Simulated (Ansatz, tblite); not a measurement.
# Ge26H30 bond sphere (AlGe24H30P): charged states by level of theory

Aim: the energy of removing and adding an electron for Ge26H30 bond sphere (AlGe24H30P), by energy differences, and how well orbital energies stand in for it.

The runs use Ansatz 0.2.0, Gaussian basis; as each input shows.

Levels to be run: charge +1 doublet, at the geometry of the singlet (PBE0-D4/def2-SVP, PBE-D4/def2-SVP, r2SCANh-D4/def2-SVP); charge -1 doublet, at the geometry of the singlet (PBE0-D4/def2-SVP, PBE-D4/def2-SVP, r2SCANh-D4/def2-SVP); the starting singlet's energies come from earlier runs.

1 further run of the same task is left out (set aside as unsound or not needed). Runs told in other sessions of the task aren't counted.

## (1) The relaxed structure

The singlet was relaxed beforehand with PBE-D4/def2-SVP.

56 atoms, charge 0, spin multiplicity 1.

Atoms are counted from 1 here; the program's logs count them from 0.

Bond lengths: Ge1–Ge14 2.452 Å, Ge1–Ge15 2.453 Å, Ge1–Ge17 2.454 Å, Ge1–H27 1.564 Å, Ge2–Ge14 2.453 Å, Ge2–Ge16 2.460 Å, Ge2–Ge18 2.458 Å, Ge2–H28 1.563 Å, Ge3–Ge14 2.453 Å, Ge3–P19 2.364 Å, Ge3–H29 1.556 Å, Ge3–H30 1.557 Å, Ge4–Ge17 2.449 Å, Ge4–P19 2.385 Å, Ge4–Ge20 2.453 Å, Ge4–H31 1.565 Å, Ge5–Ge18 2.461 Å, Ge5–P19 2.378 Å and more. Angles: Ge14–Ge1–Ge15 109.6°, Ge14–Ge1–Ge17 107.2°, Ge14–Ge1–H27 108.6°, Ge15–Ge1–Ge17 107.7°, Ge15–Ge1–H27 111.3°, Ge17–Ge1–H27 112.4°, Ge14–Ge2–Ge16 107.2°, Ge14–Ge2–Ge18 109.3°, Ge14–Ge2–H28 107.6°, Ge16–Ge2–Ge18 108.6°, Ge16–Ge2–H28 110.7°, Ge18–Ge2–H28 113.4°, Ge14–Ge3–P19 107.1°, Ge14–Ge3–H29 116.2°, Ge14–Ge3–H30 116.6°, P19–Ge3–H29 102.9°, P19–Ge3–H30 103.3°, H29–Ge3–H30 108.9° and more.

## (2) Charge +1 doublet at the fixed geometry, PBE0-D4/def2-SVP

in.yaml reads:

```yaml
crystal:
  periodic: [false, false, false]
  atoms:
    - {symbol: Ge, position_ang: [-2.055679, -2.115159, -0.706942]}
    - {symbol: Ge, position_ang: [-2.155150, 0.711935, -3.612062]}
    - {symbol: Ge, position_ang: [-4.800345, 0.761795, -0.631751]}
    - {symbol: Ge, position_ang: [-1.954755, 0.654390, 2.039145]}
    - {symbol: Ge, position_ang: [-2.060079, 3.544711, -0.786602]}
    - {symbol: Ge, position_ang: [0.726577, -2.167584, -3.568744]}
    - {symbol: Ge, position_ang: [0.688697, -4.980347, -0.685263]}
    - {symbol: Ge, position_ang: [0.712246, -2.084390, 2.064591]}
    - {symbol: Ge, position_ang: [3.571825, -2.154796, -0.725419]}
    - {symbol: Al, position_ang: [0.913280, 0.851149, -0.891324]}
    - {symbol: Ge, position_ang: [0.724656, 3.560882, 2.145431]}
    - {symbol: Ge, position_ang: [3.548135, 0.744839, 2.154701]}
    - {symbol: Ge, position_ang: [0.642571, 0.664210, 4.963170]}
    - {symbol: Ge, position_ang: [-3.484070, -0.693716, -2.104232]}
    - {symbol: Ge, position_ang: [-0.692248, -3.569110, -2.137483]}
    - {symbol: Ge, position_ang: [-0.759155, -0.793594, -4.966618]}
    - {symbol: Ge, position_ang: [-0.531111, -0.632756, 0.517262]}
    - {symbol: Ge, position_ang: [-0.680582, 2.159814, -2.281157]}
    - {symbol: P, position_ang: [-3.265812, 2.053206, 0.619646]}
    - {symbol: Ge, position_ang: [-0.706216, 2.139153, 3.540942]}
    - {symbol: Ge, position_ang: [-0.812147, 4.937838, 0.812892]}
    - {symbol: Ge, position_ang: [2.239271, -0.750461, -2.242154]}
    - {symbol: Ge, position_ang: [2.123889, -3.543880, 0.687528]}
    - {symbol: Ge, position_ang: [2.099270, -0.684355, 3.524259]}
    - {symbol: Ge, position_ang: [4.928109, -0.722669, 0.743581]}
    - {symbol: Ge, position_ang: [2.215580, 2.227325, 0.713430]}
    - {symbol: H, position_ang: [-2.968382, -2.951371, 0.248539]}
    - {symbol: H, position_ang: [-3.151334, 1.505470, -4.518736]}
    - {symbol: H, position_ang: [-5.635752, 0.048617, 0.470954]}
    - {symbol: H, position_ang: [-5.689946, 1.835042, -1.324988]}
    - {symbol: H, position_ang: [-3.111049, -0.116586, 2.759434]}
    - {symbol: H, position_ang: [-3.274929, 4.315321, -1.404926]}
    - {symbol: H, position_ang: [1.493436, -3.136090, -4.528334]}
    - {symbol: H, position_ang: [-0.224796, -5.859078, 0.221776]}
    - {symbol: H, position_ang: [1.554711, -5.938308, -1.557801]}
    - {symbol: H, position_ang: [-0.268099, -2.941825, 2.931891]}
    - {symbol: H, position_ang: [4.536924, -3.119067, -1.490314]}
    - {symbol: H, position_ang: [1.468904, 4.533043, 3.118447]}
    - {symbol: H, position_ang: [4.480536, 1.539515, 3.126723]}
    - {symbol: H, position_ang: [-0.303183, -0.238088, 5.812171]}
    - {symbol: H, position_ang: [1.463083, 1.551836, 5.946143]}
    - {symbol: H, position_ang: [-4.564207, -1.508425, -2.886099]}
    - {symbol: H, position_ang: [-1.635478, -4.450220, -3.019378]}
    - {symbol: H, position_ang: [-1.695854, -1.706337, -5.816833]}
    - {symbol: H, position_ang: [0.068625, 0.078437, -5.959204]}
    - {symbol: H, position_ang: [-0.141020, 3.251368, -3.267393]}
    - {symbol: H, position_ang: [-4.082022, 2.881031, 1.459002]}
    - {symbol: H, position_ang: [-1.727851, 2.985158, 4.368265]}
    - {symbol: H, position_ang: [-1.851616, 5.683913, 1.705506]}
    - {symbol: H, position_ang: [-0.066230, 6.006842, -0.039981]}
    - {symbol: H, position_ang: [3.251501, -0.150687, -3.274849]}
    - {symbol: H, position_ang: [2.999923, -4.432851, 1.628990]}
    - {symbol: H, position_ang: [2.972302, -1.603001, 4.439227]}
    - {symbol: H, position_ang: [5.822025, -1.614497, 1.659740]}
    - {symbol: H, position_ang: [5.883561, 0.156046, -0.120896]}
    - {symbol: H, position_ang: [3.219437, 3.276384, 0.126138]}
basis:
  gaussian: {orbitals: def2-SVP, fitting: {mean_field: def2-universal-jkfit}}
total_charge: 1
magnetization: {spin_polarized: true, initial_magnetization: 1}
hamiltonian: {xc: pbe0, dispersion: d4}
scf: {omitted_lower_state_checks: [starts]}
output: {orbitals: {seedname: orbitals}}
```

Command:

```
> ansatz run in.yaml --threads 11 --pin off --events-out ev --progress --plain --max-ram 110592MiB --backend cuda --devices 0, --max-vram 75GiB
```

Output:

```text
Functional definition: PBE0
  name "PBE0"
  cite "Adamo & Barone, J. Chem. Phys. 110, 6158 (1999) doi:10.1063/1.478522"
  cite "Perdew, Burke & Ernzerhof, Phys. Rev. Lett. 77, 3865 (1996) doi:10.1103/PhysRevLett.77.3865"
  parent pbe
  parameter a = 0.25
  parameter kappa = 0.804
  parameter beta = 0.06672455060314922
  exchange = (1 - a)*pbe_x(kappa = kappa, mu = beta*pi^2/3) + a*exact_x
  correlation = pbe_c(beta = beta)
these checks for a lower state are left out or cut short: starts
7180 factors; integrals over basis functions are off by at most 3.4e-1 eV
mean field evaluation 1: about -1372467.7315 eV, gradient 3.9e1 eV
mean field evaluation 2: about -1372465.8180 eV, gradient 4.0e1 eV
mean field evaluation 4: about -1372471.4363 eV, gradient 4.5e0 eV
mean field evaluation 8: about -1372471.5409 eV, gradient 9.0e-1 eV
mean field evaluation 16: about -1372471.5711 eV, gradient 8.1e-2 eV
mean field evaluation 32: about -1372471.5733 eV, gradient 9.3e-6 eV
mean field -1372471.57328720 eV, -50437.4000236594 hartree, gradient 2.7e-6 eV, S^2 0.754890; 0 other end points of the search recorded, 0 dependent functions left out
reference -1372471.57336529 eV, -50437.4000265290 hartree; 413, 412 occupied and 541, 542 virtual orbitals, 7180 factors
Total energy: -1372475.67932860 eV, -50437.5509178975 hartree
Checks for a lower state left out: starts
```

Wall time 57 s (1 × H100 with 11 threads of AMD EPYC 7R13, shared host); peak host memory 1.9 GiB.

From the report: HOMO -9.20 eV, LUMO -8.26 eV (over both spins); ⟨S²⟩ 0.755 (pure: 0.75).

## (3) Charge +1 doublet at the fixed geometry, PBE-D4/def2-SVP

start.molden holds the orbitals of an earlier run on this state, given as this run's starting guess.

Edit in.yaml of step 2 so:

```diff
@@ -60,6 +60,6 @@
 basis:
-  gaussian: {orbitals: def2-SVP, fitting: {mean_field: def2-universal-jkfit}}
+  gaussian: {orbitals: def2-SVP, fitting: {mean_field: def2-universal-jkfit}, initial_orbitals: start.molden}
 total_charge: 1
 magnetization: {spin_polarized: true, initial_magnetization: 1}
-hamiltonian: {xc: pbe0, dispersion: d4}
+hamiltonian: {xc: pbe, dispersion: d4}
 scf: {omitted_lower_state_checks: [starts]}
```

Launched as before.

Output:

```text
Functional definition: PBE
  name "PBE"
  cite "Perdew, Burke & Ernzerhof, Phys. Rev. Lett. 77, 3865 (1996) doi:10.1103/PhysRevLett.77.3865"
  parent pbe
  parameter kappa = 0.804
  parameter beta = 0.06672455060314922
  exchange = pbe_x(kappa = kappa, mu = beta*pi^2/3)
  correlation = pbe_c(beta = beta)
these checks for a lower state are left out or cut short: starts
7180 factors; integrals over basis functions are off by at most 3.4e-1 eV
mean field evaluation 1: about -1372432.5246 eV, gradient 1.7e1 eV
mean field evaluation 2: about -1372433.5663 eV, gradient 1.0e0 eV
mean field evaluation 4: about -1372433.5407 eV, gradient 3.1e-1 eV
mean field evaluation 8: about -1372433.5441 eV, gradient 1.2e-2 eV
mean field evaluation 16: about -1372433.5442 eV, gradient 2.6e-4 eV
mean field -1372433.54416190 eV, -50436.0024790816 hartree, gradient 2.9e-6 eV, S^2 0.750941; 0 other end points of the search recorded, 0 dependent functions left out
reference -1372433.54426588 eV, -50436.0024829030 hartree; 413, 412 occupied and 541, 542 virtual orbitals, 7180 factors
Total energy: -1372438.01445027 eV, -50436.1667591491 hartree
Checks for a lower state left out: starts
```

Wall time 15 s (1 × H100 with 11 threads of AMD EPYC 7R13, shared host); peak host memory 1.8 GiB.

Report: HOMO -8.29 eV, LUMO -8.31 eV (over both spins; with the spin held, an empty level of the minority spin lies below the top filled one); ⟨S²⟩ 0.751 (pure: 0.75).

## (4) Charge +1 doublet at the fixed geometry, r2SCANh-D4/def2-SVP

Edit in.yaml of step 3 so:

```diff
@@ -63,3 +63,3 @@
 magnetization: {spin_polarized: true, initial_magnetization: 1}
-hamiltonian: {xc: pbe, dispersion: d4}
+hamiltonian: {xc: {name: r2SCANh}, dispersion: d4}
 scf: {omitted_lower_state_checks: [starts]}
```

Same command.

Output, cut to the lines that bear on the results:

```text
Functional definition: r2SCANh
  name "r2SCANh"
  cite "Bursch, Neugebauer, Ehlert & Grimme, J. Chem. Phys. 156, 134105 (2022) doi:10.1063/5.0086040"
  cite "Furness, Kaplan, Ning, Perdew & Sun, J. Phys. Chem. Lett. 11, 8208 (2020) doi:10.1021/acs.jpclett.0c02405"
  cite "Furness, Kaplan, Ning, Perdew & Sun, J. Phys. Chem. Lett. 11, 9248 (2020) doi:10.1021/acs.jpclett.0c03077"
  parent r2scan
[...]
7180 factors; integrals over basis functions are off by at most 3.4e-1 eV
[...]
mean field -1372639.88994934 eV, -50443.5855469041 hartree, gradient 5.6e-6 eV, S^2 0.755094; 0 other end points of the search recorded, 0 dependent functions left out
reference -1372639.88998106 eV, -50443.5855480697 hartree; 413, 412 occupied and 541, 542 virtual orbitals, 7180 factors
Total energy: -1372641.30837450 eV, -50443.6376730672 hartree
Checks for a lower state left out: starts
```

Wall time 57 s (1 × H100 with 11 threads of AMD EPYC 7R13, shared host); peak host memory 2.3 GiB.

HOMO -8.86 eV, LUMO -8.45 eV (over both spins); ⟨S²⟩ 0.755 (pure: 0.75).

## (5) Vertical ionisation energy

Charged state less starting state, singlet to doublet; the starting state's energies are those of its earlier runs.

```
              level  vertical ionisation energy (eV)  time
    PBE-D4/def2-SVP                            +7.00  22 s
r2SCANh-D4/def2-SVP                            +7.30  77 s
   PBE0-D4/def2-SVP                            +7.40  70 s
```

Times add the two runs; a level without a time comes out of a correlated run.

Beside −ε(HOMO) of the starting state:

```
              level  −ε(HOMO) (eV)  by difference (eV)  mismatch (eV)
    PBE-D4/def2-SVP           5.53                7.00          -1.47
r2SCANh-D4/def2-SVP           6.08                7.30          -1.22
   PBE0-D4/def2-SVP           6.42                7.40          -0.98
```

## (6) Charge -1 doublet at the fixed geometry, PBE0-D4/def2-SVP

Edit in.yaml of step 4 so:

```diff
@@ -60,6 +60,6 @@
 basis:
-  gaussian: {orbitals: def2-SVP, fitting: {mean_field: def2-universal-jkfit}, initial_orbitals: start.molden}
-total_charge: 1
+  gaussian: {orbitals: def2-SVP, fitting: {mean_field: def2-universal-jkfit}}
+total_charge: -1
 magnetization: {spin_polarized: true, initial_magnetization: 1}
-hamiltonian: {xc: {name: r2SCANh}, dispersion: d4}
+hamiltonian: {xc: pbe0, dispersion: d4}
 scf: {omitted_lower_state_checks: [starts]}
```

Same command.

Output, cut to the lines that bear on the results:

```text
Functional definition: PBE0
  name "PBE0"
  cite "Adamo & Barone, J. Chem. Phys. 110, 6158 (1999) doi:10.1063/1.478522"
  cite "Perdew, Burke & Ernzerhof, Phys. Rev. Lett. 77, 3865 (1996) doi:10.1103/PhysRevLett.77.3865"
  parent pbe
[...]
7180 factors; integrals over basis functions are off by at most 3.4e-1 eV
[...]
mean field -1372479.71190482 eV, -50437.6991123403 hartree, gradient 8.6e-6 eV, S^2 0.753546; 0 other end points of the search recorded, 0 dependent functions left out
reference -1372479.71198768 eV, -50437.6991153856 hartree; 414, 413 occupied and 540, 541 virtual orbitals, 7180 factors
Total energy: -1372483.94147936 eV, -50437.8545463377 hartree
Checks for a lower state left out: starts
```

Wall time 33 s (1 × H100 with 11 threads of AMD EPYC 7R13, shared host); peak host memory 1.9 GiB.

HOMO 0.09 eV, LUMO 1.26 eV (over both spins); ⟨S²⟩ 0.754 (pure: 0.75). Doubts: highest occupied level lies above zero.

## (7) Charge -1 doublet at the fixed geometry, PBE-D4/def2-SVP

Edit in.yaml of step 6 so:

```diff
@@ -60,6 +60,6 @@
 basis:
-  gaussian: {orbitals: def2-SVP, fitting: {mean_field: def2-universal-jkfit}}
+  gaussian: {orbitals: def2-SVP, fitting: {mean_field: def2-universal-jkfit}, initial_orbitals: start.molden}
 total_charge: -1
 magnetization: {spin_polarized: true, initial_magnetization: 1}
-hamiltonian: {xc: pbe0, dispersion: d4}
+hamiltonian: {xc: pbe, dispersion: d4}
 scf: {omitted_lower_state_checks: [starts]}
```

Same command.

Output:

```text
Functional definition: PBE
  name "PBE"
  cite "Perdew, Burke & Ernzerhof, Phys. Rev. Lett. 77, 3865 (1996) doi:10.1103/PhysRevLett.77.3865"
  parent pbe
  parameter kappa = 0.804
  parameter beta = 0.06672455060314922
  exchange = pbe_x(kappa = kappa, mu = beta*pi^2/3)
  correlation = pbe_c(beta = beta)
these checks for a lower state are left out or cut short: starts
7180 factors; integrals over basis functions are off by at most 3.4e-1 eV
mean field evaluation 1: about -1372440.4635 eV, gradient 1.7e1 eV
mean field evaluation 2: about -1372441.4921 eV, gradient 9.3e-1 eV
mean field evaluation 4: about -1372441.4519 eV, gradient 9.9e-2 eV
mean field evaluation 8: about -1372441.4524 eV, gradient 9.4e-5 eV
mean field -1372441.45236444 eV, -50436.2931001648 hartree, gradient 7.4e-6 eV, S^2 0.751339; 0 other end points of the search recorded, 0 dependent functions left out
reference -1372441.45247530 eV, -50436.2931042386 hartree; 414, 413 occupied and 540, 541 virtual orbitals, 7180 factors
Total energy: -1372446.05832092 eV, -50436.4623659433 hartree
Checks for a lower state left out: starts
```

Run time: 11 s. Hardware: 1 × H100 with 11 threads of AMD EPYC 7R13, shared host; peak host memory 1.8 GiB.

HOMO 0.37 eV, LUMO 0.57 eV (over both spins); ⟨S²⟩ 0.751 (pure: 0.75). Doubts: highest occupied level lies above zero.

## (8) Charge -1 doublet at the fixed geometry, r2SCANh-D4/def2-SVP

Edit in.yaml of step 7 so:

```diff
@@ -63,3 +63,3 @@
 magnetization: {spin_polarized: true, initial_magnetization: 1}
-hamiltonian: {xc: pbe, dispersion: d4}
+hamiltonian: {xc: {name: r2SCANh}, dispersion: d4}
 scf: {omitted_lower_state_checks: [starts]}
```

The command is unchanged.

Output, cut to the lines that bear on the results:

```text
Functional definition: r2SCANh
  name "r2SCANh"
  cite "Bursch, Neugebauer, Ehlert & Grimme, J. Chem. Phys. 156, 134105 (2022) doi:10.1063/5.0086040"
  cite "Furness, Kaplan, Ning, Perdew & Sun, J. Phys. Chem. Lett. 11, 8208 (2020) doi:10.1021/acs.jpclett.0c02405"
  cite "Furness, Kaplan, Ning, Perdew & Sun, J. Phys. Chem. Lett. 11, 9248 (2020) doi:10.1021/acs.jpclett.0c03077"
  parent r2scan
[...]
7180 factors; integrals over basis functions are off by at most 3.4e-1 eV
[...]
mean field -1372648.03108378 eV, -50443.8847280762 hartree, gradient 1.8e-5 eV, S^2 0.755384; 0 other end points of the search recorded, 0 dependent functions left out
reference -1372648.03111559 eV, -50443.8847292452 hartree; 414, 413 occupied and 540, 541 virtual orbitals, 7180 factors
Total energy: -1372649.50128476 eV, -50443.9387569658 hartree
Checks for a lower state left out: starts
```

Wall time 38 s (1 × H100 with 11 threads of AMD EPYC 7R13, shared host); peak host memory 2.2 GiB.

From the report: HOMO 0.26 eV, LUMO 0.95 eV (over both spins); ⟨S²⟩ 0.755 (pure: 0.75). Doubts: highest occupied level lies above zero.

## (9) Vertical electron affinity

Starting state less charged state (positive: the electron is bound), singlet to doublet; the starting state's energies are those of its earlier runs.

```
              level  vertical electron affinity (eV)  time
    PBE-D4/def2-SVP                            +1.04  18 s
r2SCANh-D4/def2-SVP                            +0.89  58 s
   PBE0-D4/def2-SVP                            +0.86  46 s
```

Times add the two runs; a level without a time comes out of a correlated run.

Beside −ε(LUMO) of the starting state:

```
              level  −ε(LUMO) (eV)  by difference (eV)  mismatch (eV)
    PBE-D4/def2-SVP           2.34                1.04          +1.30
r2SCANh-D4/def2-SVP           1.99                0.89          +1.10
   PBE0-D4/def2-SVP           1.68                0.86          +0.82
```

## (10) What came out

```
                                           quantity                               value
vertical ionisation energy, functionals in def2-SVP  7.00 (PBE-D4) to 7.40 eV (PBE0-D4)
vertical electron affinity, functionals in def2-SVP  0.86 (PBE0-D4) to 1.04 eV (PBE-D4)
```

The vertical ionisation energy spans 7.00 to 7.40 eV over the functionals. −ε(HOMO) misses the level's own difference by -0.98 eV at best (PBE0-D4) and -1.47 eV at worst (PBE-D4). The vertical electron affinity spans 0.86 to 1.04 eV over the functionals. −ε(LUMO) misses the level's own difference by +0.82 eV at best (PBE0-D4) and +1.30 eV at worst (PBE-D4).

The anion's highest level is positive in at least one run, so there the basis alone may hold the extra electron.
